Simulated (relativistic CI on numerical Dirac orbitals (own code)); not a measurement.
**Pd IX (Pd⁸⁺): levels and lines**

The task is the spectrum of Pd⁸⁺: levels, purity of their labels, lifetimes and lines; further runs change one setting each.

The numbers are computed with relativistic CI on numerical Dirac orbitals (own code) version 4 (Dirac-Coulomb-Breit CI, KLI orbitals optimised for each configuration, model QED (radiative potential, 1s self-energy scaled to tabulated hydrogen-like ionisation energies)), except any that are marked as measured or tabulated.

## 1. The atom as given

```
ion                       : Pd⁸⁺ (Pd IX)
nuclear charge            : 46
electrons                 : 38
isotope                   : A = 106
first configuration typed : [Kr] 4d2
```

Outer shells as boxes (Hund's rule):

first configuration typed
```
[Kr] core
4d [↑ ][↑ ][  ][  ][  ]
```

## 2. Base run

Input settings:

```ini
atom Pd  Z=46  charge=8  electrons=38
nucleus A=106  rms_radius_fm=4.5318
hamiltonian dirac-coulomb  breit=on  qed=on  c_scale=1
orbitals kli  potential=per-configuration
slater_scale 1
correlation none
mixing on
configurations
  [Kr] 4d2
  [Kr] 4d 4f
  [Ar] 3d10 4s2 4p5 4d3
  [Kr] 4d 5s
  [Kr] 4d 5p
  [Ar] 3d10 4s 4p6 4d3
  [Kr] 5s 5p
  [Ar] 3d10 4s2 4p5 4d2 4f
  [Kr] 4f 5s
  [Kr] 4d 5d
  [Kr] 4d 6s
  [Kr] 4f2
  [Ar] 3d10 4s2 4p5 4f3
  [Kr] 5s2
  [Ar] 3d10 4s2 4p5 4f 5s2
  [Kr] 5p2
  [Ar] 3d10 4s2 4p5 4f 5p2
  [Kr] 4f 5p
  [Ar] 3d10 4s2 4p5 4f2 5p
end
```

The run is started by

```bash
$ python run_levels.py task.json out
```

task.json lists these runs, among others, and the program works through them in turn.

## 3. Without the Breit term

Changes to the settings of step 2:

```diff
@@ -2,3 +2,3 @@
 nucleus A=106  rms_radius_fm=4.5318
-hamiltonian dirac-coulomb  breit=on  qed=on  c_scale=1
+hamiltonian dirac-coulomb  breit=off  qed=on  c_scale=1
 orbitals kli  potential=per-configuration
```

## 4. The first configuration alone

Input settings:

```ini
atom Pd  Z=46  charge=8  electrons=38
nucleus A=106  rms_radius_fm=4.5318
hamiltonian dirac-coulomb  breit=on  qed=on  c_scale=1
orbitals kli  potential=per-configuration
slater_scale 1
correlation none
mixing on
configurations
  [Kr] 4d2
end
```

(Steps that only read results are left out.)

What does the calculation give? Wanted: lowest level; first excitation; lowest level of the other parity; fastest E1 line; ionisation energy.

The runs gave:

| run | time | mean size of shift, levels followed (cm⁻¹) | lowest level | ionisation energy (eV) |
| --- | --- | --- | --- | --- |
| main run | 2.5 s | 0 | 4d2 3F2 | 140.48 |
| without the Breit term | 2 s | 203 | 4d2 3F2 | 140.49 |
| the first configuration alone | 0.1 s | 1214 | 4d2 3F2 | - |

The tabulated theoretical ionisation energy (NIST) is 141 eV.

| quantity | value |
| --- | --- |
| lowest level | 4d2 3F2 |
| first excitation | 4d2 3F3, 4364.4 cm⁻¹ |
| lowest level of the other parity | 4p5 4d3 5S°2, 410416 cm⁻¹ |
| levels in the model | 1556 |
| fastest E1 line (by rate) to the lowest level among the lowest 200 of 1556 levels | 17.00 nm, from 4p5 4d3 3G°3 (vi) |
| ionisation energy | 140.48 eV |
| ionisation energy, tabulated theoretical (NIST) | 141 eV |

The lowest level is 4d2 3F2, 95 % pure in LS and 81 % in jj coupling; over the low levels the means are 87 and 79 %, so they are in intermediate coupling. The ionisation energy agrees with the tabulated theoretical value within its uncertainty of 2.2 eV. The largest mover is «the first configuration alone» (1214 cm⁻¹ on average). Lifetimes count radiative decay inside the model alone.
